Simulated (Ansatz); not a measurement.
# Mg3CdS4: the cost of one run

Method: DFT PBE, scalar-relativistic, plane waves, PAW, in Ansatz 0.2.0.

## (1) The system as given

It takes space group P-4m2 (No. 115, tetragonal). The conventional cell has a = 4.077 Å, b = 4.077 Å, c = 11.460 Å, α = 90.00°, β = 90.00°, γ = 90.00°. Mg (site symmetry 2mm) has 4 S at 2.47 Å as nearest neighbours. Mg (site symmetry -4m2) is surrounded by 4 S at 2.47 Å. Around Cd (site symmetry -4m2) lie 4 S at 2.56 Å. S (site symmetry 2mm) is surrounded by 2 Mg at 2.47 Å and 2 Cd at 2.56 Å. S (site symmetry 2mm) is surrounded by 4 Mg at 2.47 Å.

Structure file:

```
CELL_PARAMETERS angstrom
4.07694 0.00000 0.00000
0.00000 4.07694 0.00000
0.00000 0.00000 11.45996
ATOMIC_POSITIONS crystal
Mg 0.00000 0.00000 0.74442
Mg 0.00000 0.00000 0.25558
Mg 0.50000 0.50000 0.50000
Cd 0.50000 0.50000 0.00000
S 0.50000 0.00000 0.13453
S 0.00000 0.50000 0.37780
S 0.50000 0.00000 0.62220
S 0.00000 0.50000 0.86547
```

It is the end of an earlier relaxation with the same method, from a generated guess; it is a trial structure. At a tolerance of 0.02 Å it has space group P-4m2 (No. 115); it has 23.81 Å³/atom, an uncorrected energy of -1.24 eV/atom over the elements.

## (2) Bands, states and charges

The input, input.yaml:

```yaml
crystal:
  lattice:
    - [4.076935123, 0.0, 0.0]
    - [0.0, 4.076935123, 0.0]
    - [0.0, 0.0, 11.4599552383]
  atoms:
    - { symbol: Mg, position: [0.0, 0.0, 0.7444175157] }
    - { symbol: Mg, position: [0.0, 0.0, 0.2555824843] }
    - { symbol: Mg, position: [0.5, 0.5, 0.5] }
    - { symbol: Cd, position: [0.5, 0.5, 0.0] }
    - { symbol: S, position: [0.5, 0.0, 0.1345312479] }
    - { symbol: S, position: [0.0, 0.5, 0.3777970514] }
    - { symbol: S, position: [0.5, 0.0, 0.6222029486] }
    - { symbol: S, position: [0.0, 0.5, 0.8654687521] }
basis:
  ecutwfc: 420
kpoints:
  mp_grid: { grid: [6, 6, 2] }
  band_path:
    path:
      - [[0.0, 0.0, 0.0], [0.0, 0.5, 0.0], [0.5, 0.5, 0.0], [0.0, 0.0, 0.0], [0.0, 0.0, 0.5], [0.0, 0.5, 0.5], [0.5, 0.5, 0.5], [0.0, 0.0, 0.5]]
      - [[0.0, 0.5, 0.0], [0.0, 0.5, 0.5]]
      - [[0.5, 0.5, 0.0], [0.5, 0.5, 0.5]]
    npoints: 14
hamiltonian:
  xc: pbe
scf:
  occupations: { method: gaussian, width: 0.02 }
  n_extra_bands: 20
output:
  forces: true
  stress: true
  eigenvalues: true
  populations: true
  dos: { projected: true, de: 0.02, nscf_kmesh: { grid: [9, 9, 3] } }
  bader: true
  write_density: true
  write_potential: true
  elf: true
  volumetric_format: npy
```

Command:

```
ansatz run input.yaml --threads 1 --pin off --max-ram 2560MiB --backend cpu --events-out ev --progress --plain --runs-dir out
```

**Question.** How long does this run take on 1 thread of Intel Xeon 6975P-C (Granite Rapids), shared host, and how much memory does it need?

About 1.7 min, with a peak of 0.94 GiB.
